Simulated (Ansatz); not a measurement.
# CH6BrMgN: the cost of one run

Program: Ansatz 0.2.0. Level of theory: RKS PBE/def2-SVP. These are calculated values, not measurements.

## Step 1: The system as given

Bond lengths: Mg1–N2 2.477 Å, Mg1–C3 2.084 Å, Mg1–Br5 3.050 Å, N2–H6 1.015 Å, N2–H7 1.015 Å, C3–H8 1.085 Å, C3–H9 1.085 Å, C3–H10 1.087 Å. Angles: Mg1–N2–H6 124.6°, Mg1–N2–H7 125.9°, H6–N2–H7 106.9°, N2–Mg1–C3 125.9°, N2–Mg1–Br5 70.5°, C3–Mg1–Br5 154.5°, Mg1–C3–H8 106.8°, Mg1–C3–H9 113.4°, Mg1–C3–H10 110.3°, H8–C3–H9 108.7°, H8–C3–H10 108.8°, H9–C3–H10 108.8°.

Coordinates:

```xyz
10

Mg   -0.6204   -0.0811    0.4575
N     0.9278    1.5252   -0.6196
C    -0.2354   -2.0977    0.8140
H    -0.2279    2.1385   -0.8633
Br   -2.2104    2.2580   -0.6836
H     1.3409    1.4005   -1.5380
H     1.4768    2.2339   -0.1436
H     0.7727   -2.2910    0.4610
H    -0.2952   -2.3684    1.8629
H    -0.9289   -2.7180    0.2526
```

## Step 2: A restrained relaxation towards end A

Springs on the bonds that form and break draw the guess towards this end; the thresholds are loose.

Contents of input.yaml:

```yaml
crystal:
  periodic: [false, false, false]
  atoms:
    - { symbol: Mg, position_ang: [-0.6204, -0.0811, 0.4575] }
    - { symbol: "N", position_ang: [0.9278, 1.5252, -0.6196] }
    - { symbol: C, position_ang: [-0.2354, -2.0977, 0.814] }
    - { symbol: H, position_ang: [-0.2279, 2.1385, -0.8633] }
    - { symbol: Br, position_ang: [-2.2104, 2.258, -0.6836] }
    - { symbol: H, position_ang: [1.3409, 1.4005, -1.538] }
    - { symbol: H, position_ang: [1.4768, 2.2339, -0.1436] }
    - { symbol: H, position_ang: [0.7727, -2.291, 0.461] }
    - { symbol: H, position_ang: [-0.2952, -2.3684, 1.8629] }
    - { symbol: H, position_ang: [-0.9289, -2.718, 0.2526] }
basis:
  gaussian: { orbitals: def2-SVP }
hamiltonian:
  xc: pbe
relax:
  f_tol: 0.15
  max_steps: 25
  restrain:
    - { distance: [0, 4], at: 3.91, k: 30.0 }
    - { distance: [3, 1], at: 2.32, k: 30.0 }
    - { distance: [0, 1], at: 2.12, k: 30.0 }
    - { distance: [3, 4], at: 1.51, k: 30.0 }
```

Run with:

```bash
$ ansatz run input.yaml --threads 2 --pin off --max-ram 3072MiB --backend cpu --events-out ev --progress --plain --runs-dir out
```

Q: Estimate wall time and peak memory on 2 threads of Arm Neoverse V1, shared host.

About 27 s, with a peak of 0.15 GiB.
